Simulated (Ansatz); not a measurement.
The system is Ti3Se.

```xyz
4
Lattice="3.1974 0.0000 0.0000 -1.5987 2.7691 0.0000 0.0000 0.0000 7.9427" Properties=species:S:1:pos:R:3 pbc="T T T"
Se    0.0000    0.0000    0.0000
Ti    1.5987    0.9230    3.9714
Ti    0.0000    1.8460    6.1390
Ti    0.0000    1.8460    1.8038
```

The cell comes from a database or a generator and needn't be the stable form of this composition.

Base run:

```yaml
Program: Ansatz 0.2.0
Functional: PBEsol
Potentials_or_basis: Ansatz PAW
Cutoff: 420 eV
Density_cutoff: 1680 eV
k_mesh: 10 × 10 × 4
Occupations: fermi-dirac, width 0.05 eV
Spin: no spin polarisation
Hubbard_terms: Ti d U = 2 eV
```

Its results: band gap on the k mesh none (metal or under the smearing width); pressure -2.2 GPa; largest force 0.077 eV/Å.

Task: After a change of settings the same cell gave: band gap on the k mesh none (metal or under the smearing width); pressure 23.4 GPa; largest force 0.370 eV/Å. Which change was it?
A. hubbard terms from Ti d U = 2 eV to Ti d U = 5 eV
B. functional from PBEsol to LDA; hubbard terms from Ti d U = 2 eV to none; hubbard projectors from ortho-atomic (the default) to none
C. functional from PBEsol to PBE; hubbard terms from Ti d U = 2 eV to none; hubbard projectors from ortho-atomic (the default) to none
D. hubbard terms from Ti d U = 2 eV to Ti d U = 8 eV

Result: D.

Caveats: U without spin polarisation on a metal has little footing; the PAW data sets come from PBE, with cores solved anew for the run's functional, which leaves a small shift of forces and pressure.

Not every run made on this cell is shown here.
